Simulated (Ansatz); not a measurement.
# Na2LuH5: the cost of one run

Computed with Ansatz 0.2.0 (DFT PBE, scalar-relativistic, plane waves, PAW, unless a step's input says otherwise).

## (1) The system as given

Symmetry: Immm, No. 71, orthorhombic system. The conventional cell has a = 5.278 Å, b = 5.359 Å, c = 6.871 Å, α = 90.00°, β = 90.00°, γ = 90.00°. Around Na (site symmetry mmm) lie 6 H at 1.84 to 2.68 Å and 2 Lu at 2.64 Å. Around Na (site symmetry mmm) lie 6 H at 2.53 to 2.64 Å and 2 Lu at 2.68 Å. Lu (site symmetry mmm) has 4 H at 1.84 Å in its first shell of neighbours. Around H (site symmetry m) lie 1 Lu at 1.84 Å and 2 Na at 1.84 to 2.53 Å. H (site symmetry mmm) has 4 H at 2.53 Å and 4 Na at 2.64 to 2.68 Å in its first shell of neighbours.

Structure file:

```cif
data_structure
_symmetry_space_group_name_H-M 'P 1'
_symmetry_Int_Tables_number 1
_cell_length_a 5.0939
_cell_length_b 5.0939
_cell_length_c 5.0939
_cell_angle_alpha 117.594
_cell_angle_beta 116.519
_cell_angle_gamma 95.182
_cell_volume 97.18
loop_
_atom_site_label
_atom_site_type_symbol
_atom_site_fract_x
_atom_site_fract_y
_atom_site_fract_z
_atom_site_occupancy
Na1 Na 0.00000 0.00000 0.00000 1
Na2 Na 0.50000 0.50000 0.00000 1
Lu1 Lu 0.00000 0.50000 0.50000 1
H1 H 0.81370 0.06371 0.25001 1
H2 H 0.81370 0.56368 0.74999 1
H3 H 0.18630 0.93629 0.74999 1
H4 H 0.18630 0.43632 0.25001 1
H5 H 0.50000 0.00000 0.50000 1
```

A structure generator made this guess: random cell by space group and Wyckoff sites (Immm, No. 71). Lengths come from tabulated atomic sizes and are only a guess.

## (2) Probe: one point on a coarse mesh

Contents of input.yaml:

```yaml
crystal:
  lattice:
    - [-2.63899486, 2.67974432, 3.4354026]
    - [2.63899486, -2.67974432, 3.4354026]
    - [2.63899486, 2.67974432, -3.4354026]
  atoms:
    - { symbol: Na, position: [0.0, 0.0, 0.0] }
    - { symbol: Na, position: [0.5, 0.5, 0.0] }
    - { symbol: Lu, position: [0.0, 0.5, 0.5] }
    - { symbol: H, position: [0.8136951, 0.06370962, 0.25001452] }
    - { symbol: H, position: [0.8136951, 0.56368058, 0.74998548] }
    - { symbol: H, position: [0.1863049, 0.93629038, 0.74998548] }
    - { symbol: H, position: [0.1863049, 0.43631942, 0.25001452] }
    - { symbol: H, position: [0.5, 0.0, 0.5] }
basis:
  ecutwfc: 420
kpoints:
  mp_grid: { grid: [4, 4, 4] }
hamiltonian:
  xc: pbe
scf:
  occupations: { method: gaussian, width: 0.1 }
  lower_state_search: "off"
output:
  forces: true
  stress: true
  eigenvalues: true
```

Run with:

```sh
> ansatz run input.yaml --threads 1 --pin off --max-ram 2560MiB --backend cpu --events-out ev --progress --plain --runs-dir out
```

What time and memory should one allow on 1 thread of Intel Xeon at 2.50GHz (Skylake/Cascade Lake), shared host?

About 8.8 s, with a peak of 0.4 GiB.
